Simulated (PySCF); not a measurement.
# Accurate constants of BaCl, step by step

What constants does extrapolated CCSD(T) give for BaCl, and what does each step add?

The runs use PySCF 2.14.0; CCSD(T) on ROHF, spin-free X2C with a Gaussian nucleus.

## (1) Set-up

```
molecule             : BaCl
state                : doublet, unpaired electrons σ ↑
smaller basis        : Ba cc-pwCVDZ-X2C, Cl aug-cc-pVDZ-DK
larger basis         : Ba cc-pwCVTZ-X2C, Cl aug-cc-pVTZ-DK
frozen core orbitals : 28
extrapolation        : correlation as n⁻³ (n = 2, 3), Hartree–Fock as (n+1)·exp(−9√n)
corrections          : none
distances (Å)        : 2.3624, 2.4697, 2.5771, 2.6845, 2.7919, 2.9261, 3.0603
masses (u)           : 137.9052, 34.9689
dissociation limit   : Ba + Cl
```

On the command line:

```sh
> OMP_NUM_THREADS=4 python comp.py task.json out
```

## (2) The runs

What does the calculation give? Wanted: for each run, Re; ωe; ωexe; αe; De.

The runs gave:

```tsv
level	Re (Å)	ωe (cm⁻¹)	ωexe (cm⁻¹)	αe (cm⁻¹)	De (eV)
CCSD(T), smaller basis	2.7974	257.8	0.783	0.000324	4.163
CCSD(T), larger basis	2.7260	271.3	0.787	0.000326	4.458
HF/CBS	2.7772	260.2	0.758	0.000316	4.150
MP2/CBS	2.6976	278.0	0.801	0.000331	4.721
CCSD/CBS	2.7146	274.3	0.786	0.000325	4.513
CCSD(T)/CBS	2.7081	275.7	0.789	0.000327	4.561
```

**Reading.** The last step gives Re = 2.7081 Å, ωe = 275.7 cm⁻¹ and De = 4.561 eV; the smaller basis alone is off from it by +89.3 mÅ and -0.40 eV. Near the minimum the mean field binds by 4.12 eV and correlation adds 0.44 eV of binding. T1 is 0.018. Spin–orbit coupling and excitations beyond (T) are left out.
